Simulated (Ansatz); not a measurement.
Co3Ir:

```
CELL_PARAMETERS angstrom
3.58256 0.00000 0.00000
0.00000 3.58256 0.00000
0.00000 0.00000 3.58256
ATOMIC_POSITIONS crystal
Ir 0.00000 0.00000 0.00000
Co 0.50000 0.50000 0.00000
Co 0.50000 0.00000 0.50000
Co 0.00000 0.50000 0.50000
```

The cell comes from a database or a generator and needn't be the stable form of this composition.

```yaml
Program: Ansatz 0.2.0
Task: single point
Functional: PBEsol
Potentials_or_basis: all-electron LAPW, scalar-relativistic
Cutoff: 315 eV (chosen from the basis error)
Basis_error_allowed: 0.001 eV/atom
k_mesh: 8 × 8 × 8
Occupations: fermi-dirac, width 0.05 eV
Spin: collinear spin, ferromagnetic start
Starting_moments: "[0.6, 2.0, 2.0, 2.0] μB"
```

On this cell: pressure -2.8 GPa; largest force zero by symmetry; net moment 4.83 μB per cell; site moments Ir +0.50; Co +1.48 μB; band gap on the k mesh none (metal or under the smearing width).

The same run follows on a disturbed copy (atoms moved at random, drawn with an rms of 0.05 Å):

```
Ir Co
1.0
     3.58256    0.00000    0.00000
     0.00000    3.58256    0.00000
     0.00000    0.00000    3.58256
Ir Co
1 3
Direct
  0.98166 0.00005 0.99997
  0.50064 0.49933 0.01988
  0.49455 0.01334 0.49855
  0.98987 0.50006 0.50280
```

Task: What does the disturbed cell give?

Result: The energy (extrapolated to zero smearing) moves by +9.8 meV/atom; pressure -2.2 GPa; largest force 0.620 eV/Å; net moment 4.82 μB per cell; site moments Ir +0.49; Co +1.48, +1.49 μB; band gap on the k mesh none (metal or under the smearing width).

Forces on the atoms (eV/Å):
```
Ir   0.617  0.007  0.061
Co  -0.469  0.135 -0.344
Co  -0.257 -0.244  0.215
Co   0.109  0.102  0.068
```

Stress tensor (GPa, compression positive):
```
-2.26  0.04  0.19
 0.04 -2.12 -0.36
 0.19 -0.36 -2.19
```

The runs don't all hold the same shells in valence.
